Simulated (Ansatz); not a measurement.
# FGaH3N: the cost of one run

Program: Ansatz 0.2.0. Level of theory: RKS r2SCAN/def2-SVP. These are calculated values, not measurements.

### Step 1. The system as given

Bond lengths: Ga1–F2 2.126 Å, Ga1–N3 1.802 Å, Ga1–H5 1.556 Å, N3–H6 1.017 Å. Angles: F2–Ga1–N3 75.5°, F2–Ga1–H5 115.6°, N3–Ga1–H5 168.9°, Ga1–N3–H6 119.7°.

As a file:

```xyz
6

Ga   -0.7503    0.3569   -0.3148
F     0.7357    1.0439    1.0422
N     0.2304   -1.1081    0.0598
H     0.8607   -0.1125    0.6975
H    -1.7715    1.4295   -0.7915
H     0.6949   -1.6097   -0.6931
```

### Step 2. A restrained relaxation towards end A

Springs on the bonds that form and break draw the guess towards this end; the thresholds are loose.

input.yaml reads:

```yaml
crystal:
  periodic: [false, false, false]
  atoms:
    - { symbol: Ga, position_ang: [-0.7503, 0.3569, -0.3148] }
    - { symbol: F, position_ang: [0.7357, 1.0439, 1.0422] }
    - { symbol: "N", position_ang: [0.2304, -1.1081, 0.0598] }
    - { symbol: H, position_ang: [0.8607, -0.1125, 0.6975] }
    - { symbol: H, position_ang: [-1.7715, 1.4295, -0.7915] }
    - { symbol: H, position_ang: [0.6949, -1.6097, -0.6931] }
basis:
  gaussian: { orbitals: def2-SVP }
hamiltonian:
  xc: r2scan
relax:
  f_tol: 0.15
  max_steps: 25
  restrain:
    - { distance: [3, 1], at: 2.18, k: 30.0 }
    - { distance: [0, 1], at: 1.79, k: 30.0 }
    - { distance: [3, 2], at: 1.02, k: 30.0 }
```

Launch:

```console
$ ansatz run input.yaml --threads 2 --pin off --max-ram 3072MiB --backend cpu --events-out ev --progress --plain --runs-dir out
```

What time and memory should one allow on 2 threads of Arm Neoverse V1, shared host?

About 23 s, with a peak of 0.15 GiB.
